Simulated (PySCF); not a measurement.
**La(BH4)3: forces at shaken geometries**

How stiff is La(BH4)3? Its atoms are displaced at random by several amounts. The structure is generated, not taken from experiment.

Program: PySCF 2.14.0. Level of theory: PBE, La lcecp-1-SVP with ECP46, B def2-SVP, H def2-SVP; scalar-relativistic core potentials, no spin–orbit coupling. These are calculated values, not measurements.

3 further runs of the same task are left out: 2 for a known fault of the program, 1 that didn't finish.

### Step 1. Starting geometry

16 atoms, charge 0, spin multiplicity 1.

Bond lengths: La1–B2 2.605 Å, La1–H4 2.403 Å, La1–H5 2.403 Å, La1–H6 2.431 Å, La1–B7 2.605 Å, La1–H9 2.403 Å, La1–H10 2.403 Å, La1–H11 2.431 Å, La1–B12 2.605 Å, La1–H14 2.403 Å, La1–H15 2.403 Å, La1–H16 2.431 Å, B2–H3 1.214 Å, B2–H4 1.266 Å, B2–H5 1.266 Å, B2–H6 1.257 Å, B7–H8 1.214 Å, B7–H9 1.266 Å and more. Angles: B2–La1–H4 28.9°, B2–La1–H5 28.9°, B2–La1–H6 28.6°, B2–La1–B7 120.0°, B2–La1–H9 103.0°, B2–La1–H10 103.0°, B2–La1–H11 148.6°, B2–La1–B12 120.0°, B2–La1–H14 130.6°, B2–La1–H15 130.6°, B2–La1–H16 91.4°, H4–La1–H5 49.2°, H4–La1–H6 49.4°, H4–La1–B7 130.6°, H4–La1–H9 103.9°, H4–La1–H10 125.9°, H4–La1–H11 151.1°, H4–La1–B12 103.0° and more.

Coordinates:

```xyz
16
charge 0, multiplicity 1
La    0.00000    0.00000    0.00000
B     2.60497    0.01148    0.00000
H     3.81881   -0.00642    0.00000
H     2.10614   -0.58185    1.00077
H     2.10614   -0.58185   -1.00077
H     2.12906    1.17442    0.00000
B    -1.31243    2.25022    0.00000
H    -1.90384    3.31040    0.00000
H    -0.54917    2.11490    1.00077
H    -0.54917    2.11490   -1.00077
H    -2.08161    1.25661    0.00000
B    -1.29254   -2.26171    0.00000
H    -1.91497   -3.30398    0.00000
H    -1.55697   -1.53305    1.00077
H    -1.55697   -1.53305   -1.00077
H    -0.04745   -2.43103    0.00000
```

Formal oxidation states: La +3. The 4f shell is empty and lies in the core potential. An earlier session relaxed this geometry at PBE, La lcecp-1-SVP with ECP46, B def2-SVP, H def2-SVP (singlet, point group C3h).

Its energy there is -113.178587 Eh.

### Step 2. Atoms moved at random, σ = 0.1 Å

File run.py (the lines that set the calculation):

```python
mol = gto.M(atom='''
La    -0.04754     0.10751     0.28490
B      2.63472     0.05930    -0.10442
H      3.81479    -0.15992     0.03077
H      2.08966    -0.55714     0.98079
H      2.12780    -0.64140    -1.04277
H      2.15870     1.30227     0.01734
B     -1.30468     2.09263     0.01322
H     -1.85477     3.28813     0.14141
H     -0.57628     2.11140     0.95915
H     -0.53555     2.06234    -1.09044
H     -2.09684     1.24720    -0.01802
B     -1.18215    -2.15765     0.04022
H     -2.04245    -3.32447    -0.09478
H     -1.54815    -1.46652     1.04956
H     -1.65045    -1.52037    -1.07743
H      0.01319    -2.44332    -0.08950''',
    basis={'La': 'lcecp-1-SVP', 'B': 'def2-SVP', 'H': 'def2-SVP'},
    ecp={'La': 'lcecp-1-SVP'},
    charge=0, spin=0)
mf = dft.RKS(mol, xc='PBE')
mf.grids.atom_grid = (50, 194)  # f atoms: unpruned, at least (60, 302)
mf = mf.density_fit()  # fitting sets: La AutoAux, B def2-universal-JKFIT, H def2-universal-JKFIT
mf.conv_tol = 1e-08; mf.max_cycle = 55
mf.kernel(dm0)  # dm0: the density of the relaxed state
```

Launch:

```sh
> OMP_NUM_THREADS=4 python run.py
```

The log of the run:

```text
init E= -113.027204572263
  HOMO = -0.316861079942931  LUMO = -0.180082956091973  gap/eV = 3.72192
cycle= 1 E= -113.103080325897  delta_E= -0.0759  |g|= 0.165  |ddm|= 0.775
  HOMO = -0.223765149217603  LUMO = -0.127115428988984  gap/eV = 2.62997
cycle= 2 E= -113.095759071466  delta_E= 0.00732  |g|= 0.22  |ddm|= 0.656
  HOMO = -0.253650844998814  LUMO = -0.129165191027962  gap/eV = 3.38743
cycle= 3 E= -113.114306186031  delta_E= -0.0185  |g|= 0.0326  |ddm|= 0.363
  HOMO = -0.255977946468392  LUMO = -0.131951682347162  gap/eV = 3.37493
cycle= 4 E= -113.114706241781  delta_E= -0.0004  |g|= 0.00616  |ddm|= 0.0565
  HOMO = -0.25659484538188  LUMO = -0.131361906716247  gap/eV = 3.40776
cycle= 5 E= -113.114719953723  delta_E= -1.37e-05  |g|= 0.00216  |ddm|= 0.013
  HOMO = -0.2564781306019  LUMO = -0.131679386302929  gap/eV = 3.39595
cycle= 6 E= -113.114721944592  delta_E= -1.99e-06  |g|= 0.000664  |ddm|= 0.00448
  HOMO = -0.2564751892407  LUMO = -0.131630168781596  gap/eV = 3.39721
cycle= 7 E= -113.114722107361  delta_E= -1.63e-07  |g|= 0.000154  |ddm|= 0.00125
  HOMO = -0.256492249608945  LUMO = -0.13163155238812  gap/eV = 3.39763
cycle= 8 E= -113.114722116791  delta_E= -9.43e-09  |g|= 3.57e-05  |ddm|= 0.000296
  HOMO = -0.25648318739753  LUMO = -0.131630705004647  gap/eV = 3.39741
Extra cycle  E= -113.114722116246  delta_E= 5.44e-10  |g|= 5.11e-05  |ddm|= 0.000123
converged SCF energy = -113.114722116246
```

Run time: 4.3 s. Hardware: 4 threads of AMD EPYC 9R45 (Zen 5), shared host.

Result: E = -113.114722 Eh (+1.738 eV from the relaxed state), HOMO -6.98 eV, LUMO -3.58 eV, Mulliken charge on La1 +0.57 e, largest force component 5.540 eV/Å. The large-core potential holds the 4f shell empty.

```tsv
atom	Fx	Fy	Fz (eV/Å)
La1	2.342	-2.234	-0.759
B2	-1.349	-0.229	1.327
H3	0.265	0.380	-0.210
H4	0.371	0.492	-0.665
H5	-0.214	0.582	0.190
H6	0.475	-1.127	-0.361
B7	-0.623	5.540	-1.670
H8	0.501	-1.554	-0.499
H9	0.470	0.181	0.915
H10	-0.665	-0.205	1.260
H11	-1.188	-1.403	0.144
B12	-3.342	-2.371	-1.765
H13	1.827	2.177	0.531
H14	0.153	-0.477	-0.197
H15	0.925	-0.030	1.428
H16	0.053	0.278	0.330
```

### Step 3. Atoms moved at random, σ = 0.06 Å

File run.py (the lines that set the calculation):

```python
mol = gto.M(atom='''
La     0.01845     0.06859     0.02684
B      2.47855     0.02129     0.02417
H      3.82949    -0.08061     0.09375
H      2.05970    -0.52146     1.07630
H      2.12660    -0.64989    -1.05679
H      2.17039     1.23503    -0.05831
B     -1.27791     2.24458    -0.04587
H     -1.98125     3.34745     0.05047
H     -0.52644     2.10420     1.08605
H     -0.55891     2.10626    -0.94838
H     -2.10176     1.26234    -0.00075
B     -1.29349    -2.38997    -0.02928
H     -1.94721    -3.30475    -0.00559
H     -1.56066    -1.52288     0.93685
H     -1.51871    -1.49838    -1.05952
H      0.08314    -2.42180    -0.08993''',
    basis={'La': 'lcecp-1-SVP', 'B': 'def2-SVP', 'H': 'def2-SVP'},
    ecp={'La': 'lcecp-1-SVP'},
    charge=0, spin=0)
mf = dft.RKS(mol, xc='PBE')
mf.grids.atom_grid = (50, 194)  # f atoms: unpruned, at least (60, 302)
mf = mf.density_fit()  # fitting sets: La AutoAux, B def2-universal-JKFIT, H def2-universal-JKFIT
mf.conv_tol = 1e-08; mf.max_cycle = 55
mf.kernel(dm0)  # dm0: the density of the relaxed state
```

Launch:

```sh
> OMP_NUM_THREADS=4 python run.py
```

The log of the run:

```text
init E= -113.058763399949
  HOMO = -0.312187299528581  LUMO = -0.172244421101173  gap/eV = 3.80804
cycle= 1 E= -113.130854483409  delta_E= -0.0721  |g|= 0.116  |ddm|= 0.469
  HOMO = -0.26001578286971  LUMO = -0.125886050761427  gap/eV = 3.64986
cycle= 2 E= -113.130777419414  delta_E= 7.71e-05  |g|= 0.122  |ddm|= 0.428
  HOMO = -0.267834871374667  LUMO = -0.133306572587843  gap/eV = 3.66070
cycle= 3 E= -113.136187085177  delta_E= -0.00541  |g|= 0.0194  |ddm|= 0.222
  HOMO = -0.269387037268453  LUMO = -0.133269925273422  gap/eV = 3.70394
cycle= 4 E= -113.136328011177  delta_E= -0.000141  |g|= 0.00428  |ddm|= 0.031
  HOMO = -0.26957941167773  LUMO = -0.133349605209542  gap/eV = 3.70700
cycle= 5 E= -113.136335063762  delta_E= -7.05e-06  |g|= 0.000771  |ddm|= 0.00678
  HOMO = -0.269575737715407  LUMO = -0.133449204630149  gap/eV = 3.70419
cycle= 6 E= -113.136335290175  delta_E= -2.26e-07  |g|= 0.000246  |ddm|= 0.00159
  HOMO = -0.269583098946086  LUMO = -0.133416977159442  gap/eV = 3.70527
cycle= 7 E= -113.136335311943  delta_E= -2.18e-08  |g|= 9.45e-05  |ddm|= 0.000537
  HOMO = -0.269580435779386  LUMO = -0.133425251238045  gap/eV = 3.70497
cycle= 8 E= -113.136335315633  delta_E= -3.69e-09  |g|= 2.04e-05  |ddm|= 0.000162
  HOMO = -0.269579573628712  LUMO = -0.133422584373239  gap/eV = 3.70502
Extra cycle  E= -113.136335315377  delta_E= 2.56e-10  |g|= 3.21e-05  |ddm|= 6.96e-05
converged SCF energy = -113.136335315377
```

Wall time 4.3 s (4 threads of AMD EPYC 9R45 (Zen 5), shared host).

It gives: E = -113.136335 Eh (+1.150 eV from the relaxed state), HOMO -7.34 eV, LUMO -3.63 eV, Mulliken charge on La1 +0.58 e, largest force component 4.635 eV/Å. The large-core potential holds the 4f shell empty.

```tsv
atom	Fx	Fy	Fz (eV/Å)
La1	-1.388	-1.627	-0.183
B2	3.886	-0.602	-0.611
H3	-2.077	0.257	-0.155
H4	-0.193	0.057	-0.214
H5	-0.123	0.589	1.049
H6	-0.216	-0.250	0.055
B7	-2.460	1.594	3.106
H8	1.086	-1.311	-0.320
H9	-0.633	0.169	-1.117
H10	1.242	0.061	-1.653
H11	0.461	0.295	-0.059
B12	2.818	4.635	-0.516
H13	-1.198	-2.133	-0.055
H14	0.236	-0.603	-0.293
H15	0.114	-0.866	0.718
H16	-1.555	-0.263	0.249
```

### Step 4. Atoms moved at random, σ = 0.1 Å

File run.py (the lines that set the calculation):

```python
mol = gto.M(atom='''
La    -0.05731     0.01236    -0.03144
B      2.56421    -0.04214     0.10332
H      3.90252    -0.05724    -0.16799
H      1.95084    -0.56053     1.07990
H      2.07364    -0.59565    -0.96764
H      2.08569     1.34989    -0.05126
B     -1.32324     2.30042     0.06724
H     -2.03012     3.28676    -0.09299
H     -0.65583     1.99888     1.00973
H     -0.64785     2.05191    -0.97423
H     -1.90187     1.31348    -0.10749
B     -1.14792    -2.16328    -0.11126
H     -1.76211    -3.44342    -0.19435
H     -1.55908    -1.41666     1.15881
H     -1.43423    -1.53841    -0.84642
H     -0.05733    -2.49637     0.12606''',
    basis={'La': 'lcecp-1-SVP', 'B': 'def2-SVP', 'H': 'def2-SVP'},
    ecp={'La': 'lcecp-1-SVP'},
    charge=0, spin=0)
mf = dft.RKS(mol, xc='PBE')
mf.grids.atom_grid = (50, 194)  # f atoms: unpruned, at least (60, 302)
mf = mf.density_fit()  # fitting sets: La AutoAux, B def2-universal-JKFIT, H def2-universal-JKFIT
mf.conv_tol = 1e-08; mf.max_cycle = 55
mf.kernel(dm0)  # dm0: the density of the relaxed state
```

Launch:

```sh
> OMP_NUM_THREADS=4 python run.py
```

The log of the run:

```text
init E= -113.036338273702
  HOMO = -0.314602913195494  LUMO = -0.171671821421641  gap/eV = 3.88935
cycle= 1 E= -113.05691112125  delta_E= -0.0206  |g|= 0.156  |ddm|= 0.673
  HOMO = -0.248460169750839  LUMO = -0.13677726156345  gap/eV = 3.03905
cycle= 2 E= -113.054359796156  delta_E= 0.00255  |g|= 0.178  |ddm|= 0.57
  HOMO = -0.263061035269786  LUMO = -0.131051370954539  gap/eV = 3.59217
cycle= 3 E= -113.06662860081  delta_E= -0.0123  |g|= 0.0403  |ddm|= 0.318
  HOMO = -0.265612230721064  LUMO = -0.134158714215131  gap/eV = 3.57703
cycle= 4 E= -113.067259640441  delta_E= -0.000631  |g|= 0.00592  |ddm|= 0.0653
  HOMO = -0.266094016042104  LUMO = -0.134068135664121  gap/eV = 3.59261
cycle= 5 E= -113.067273426205  delta_E= -1.38e-05  |g|= 0.00149  |ddm|= 0.0109
  HOMO = -0.266077874853083  LUMO = -0.134179636668915  gap/eV = 3.58913
cycle= 6 E= -113.067274113701  delta_E= -6.87e-07  |g|= 0.000623  |ddm|= 0.00282
  HOMO = -0.266060707469984  LUMO = -0.134132993356633  gap/eV = 3.58994
cycle= 7 E= -113.06727426313  delta_E= -1.49e-07  |g|= 0.00014  |ddm|= 0.00111
  HOMO = -0.266057349272276  LUMO = -0.134141483788312  gap/eV = 3.58961
cycle= 8 E= -113.067274270694  delta_E= -7.56e-09  |g|= 2.35e-05  |ddm|= 0.000252
  HOMO = -0.26605836455982  LUMO = -0.134138836951643  gap/eV = 3.58971
Extra cycle  E= -113.067274270634  delta_E= 6.07e-11  |g|= 2.73e-05  |ddm|= 8.95e-05
converged SCF energy = -113.067274270634
```

Run time: 4.3 s. Hardware: 4 threads of AMD EPYC 9R45 (Zen 5), shared host.

Read off: E = -113.067274 Eh (+3.029 eV from the relaxed state), HOMO -7.24 eV, LUMO -3.65 eV, Mulliken charge on La1 +0.54 e, largest force component 8.040 eV/Å. The large-core potential holds the 4f shell empty.

```tsv
atom	Fx	Fy	Fz (eV/Å)
La1	1.134	1.487	0.164
B2	1.331	1.871	-1.997
H3	-2.217	-0.057	1.060
H4	0.563	0.043	0.061
H5	-0.038	0.118	0.544
H6	0.524	-2.207	0.444
B7	0.052	1.059	-1.586
H8	0.328	-0.085	0.426
H9	0.803	0.468	1.182
H10	0.686	0.640	-0.073
H11	-2.194	-1.843	0.072
B12	-1.803	-8.040	7.733
H13	0.825	2.567	0.174
H14	0.549	-1.071	-1.887
H15	-2.336	4.819	-6.286
H16	1.794	0.230	-0.034
```

### Step 5. The displacements side by side

| σ (Å) | energy rise (eV) | harmonic estimate −½ F·u (eV) | largest force component (eV/Å) |
| --- | --- | --- | --- |
| 0.1 | 1.738 | 1.657 | 5.54 |
| 0.06 | 1.150 | 1.136 | 4.63 |
| 0.1 | 3.029 | 3.036 | 8.04 |

Every displacement raises the energy. For a harmonic well the rise equals −½ F·u; the two differ by at most 5 % here (a move with σ = 0.1 Å), from anharmonicity, the grid and the small forces left at the relaxed point. The bases are small and lack diffuse functions. Spin–orbit coupling is left out.
